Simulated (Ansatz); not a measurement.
The system is AlIn.

```
CELL_PARAMETERS angstrom
3.05413 0.00000 0.00000
-1.52707 2.64496 0.00000
0.00000 0.00000 5.82802
ATOMIC_POSITIONS crystal
Al 0.00000 0.00000 0.00000
In 0.00000 0.00000 0.50000
```

The cell was built by a generator and needn't be a form met in nature.

```yaml
Program: Ansatz 0.2.0
Task: single point
Functional: PBE
Potentials_or_basis: all-electron LAPW, scalar-relativistic
Cutoff: 209 eV (chosen from the basis error)
Basis_error_allowed: 0.001 eV/atom
k_mesh: 10 × 10 × 5
Occupations: fermi-dirac, width 0.05 eV
Spin: no spin polarisation
```

On this cell: pressure -0.1 GPa; largest force under 0.003 eV/Å; band gap on the k mesh none (metal or under the smearing width).

The same run follows on a disturbed copy (atoms moved at random, drawn with an rms of 0.05 Å):

```
Al In
1.0
     3.05413    0.00000    0.00000
    -1.52707    2.64496    0.00000
     0.00000    0.00000    5.82802
Al In
1 1
Direct
  0.00860 0.01871 0.00500
  0.01233 0.00184 0.50688
```

Problem. What changes?

Solution. The energy (extrapolated to zero smearing) moves by +0.1 meV/atom; pressure -0.1 GPa; largest force 0.034 eV/Å; band gap on the k mesh none (metal or under the smearing width).

Forces on the atoms (eV/Å):
```
Al  -0.002  0.002  0.034
In   0.002 -0.002 -0.034
```

Stress tensor (GPa, compression positive):
```
 0.25  0.00 -0.01
 0.00  0.24  0.01
-0.01  0.01 -0.85
```
